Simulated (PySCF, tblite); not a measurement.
# C₅H₈P₂Si: geometry, infrared bands and NMR shifts

What infrared bands and NMR shifts should C₅H₈P₂Si (`Cc1cpc([SiH3])cp1`) show?

The runs use tblite 0.8.0 and PySCF 2.14.0, with density-fitted response routines of our own; the level of theory stands in each step. All values are computed, except where a source is named. Atoms are numbered from 0 throughout.

## (1) The molecule as given

16 atoms, charge 0, multiplicity 1; geometry from: force field or distance geometry start.

Bonds of the start (Å): C0–C1 1.49, C1–C2 1.40, C2–P3 1.72, P3–C4 1.72, C4–Si5 1.84, C4–C6 1.39, C6–P7 1.73, P7–C1 1.74, C0–H8 1.10, C0–H9 1.11, C0–H10 1.12, C2–H11 1.09, Si5–H12 1.46, Si5–H13 1.48, Si5–H14 1.49, C6–H15 1.08.

## (2) Optimising the geometry with GFN2-xTB

Job settings and geometry (Å):

```
{"job": {"kind": "relax", "xc": "GFN2-xTB", "basis": "xTB"}, "charge": 0, "multiplicity": 1}
C     -3.270800    -0.096600    -0.255800
C     -1.793700    -0.098800    -0.102100
C     -1.196600    -0.984800     0.804500
P      0.519900    -0.934600     0.933400
C      1.567800     0.108900     0.057900
Si     3.393600     0.057100     0.286500
C      0.971100     0.984400    -0.841500
P     -0.749400     0.964600    -0.991000
H     -3.711600    -1.099800    -0.271600
H     -3.465300     0.364900    -1.244700
H     -3.758900     0.564800     0.504700
H     -1.852400    -1.645900     1.364600
H      3.986800    -1.090000    -0.404500
H      3.781000    -0.105300     1.706000
H      3.991700     1.355100    -0.147200
H      1.579200     1.665000    -1.410500
```

Run with:

```console
> OMP_NUM_THREADS=1 python probes_run.py task.json out
```

This one command runs all jobs of the session in turn.

**Question.** This job is followed by: GFN2-xTB harmonic vibrations, gas phase; GIAO PBE0/pcSseg-1 NMR shielding, non-relativistic, gas phase. Predict these results of the whole session: strongest single infrared mode (GFN2-xTB); zero-point energy (GFN2-xTB); ¹³C shifts against TMS (PBE0/pcSseg-1); ¹H shifts against TMS (PBE0/pcSseg-1, means over atoms taken as alike); ³¹P shifts against H3PO4 (PBE0/pcSseg-1); ²⁹Si shifts against TMS (PBE0/pcSseg-1).

The runs gave:

```
                                                              quantity                                 value
                             strongest single infrared mode (GFN2-xTB)                  786 cm⁻¹, 524 km/mol
                                          zero-point energy (GFN2-xTB)                         66.8 kcal/mol
                                ¹³C shifts against TMS (PBE0/pcSseg-1)  181.3, 175.8, 169.4, 166.1, 30.2 ppm
¹H shifts against TMS (PBE0/pcSseg-1, means over atoms taken as alike)           10.05, 9.71, 4.86, 3.03 ppm
                              ³¹P shifts against H3PO4 (PBE0/pcSseg-1)                      285.2, 242.6 ppm
                               ²⁹Si shifts against TMS (PBE0/pcSseg-1)                             -60.0 ppm
```

In words: Relaxing lowered the energy by 1.674 eV in 74 steps; the close pair that moved most is C4–Si5, from 1.841 to 1.899 Å. The lowest mode is imaginary (27i cm⁻¹), so the xTB geometry is not a minimum. The strongest single mode, at 786 cm⁻¹, is spread over several atoms, H14, H12, H13 among them. GFN2-xTB is a fitted tight-binding method: band positions and strengths are rough. Its intensities can rank the bands wrongly. At PBE0/pcSseg-1: The widest tensor belongs to P3: span 830 ppm, with a paramagnetic part of -936 ppm. NICS(1)zz of -24 ppm above the planar ring from C1 marks a diatropic (aromatic) ring current.
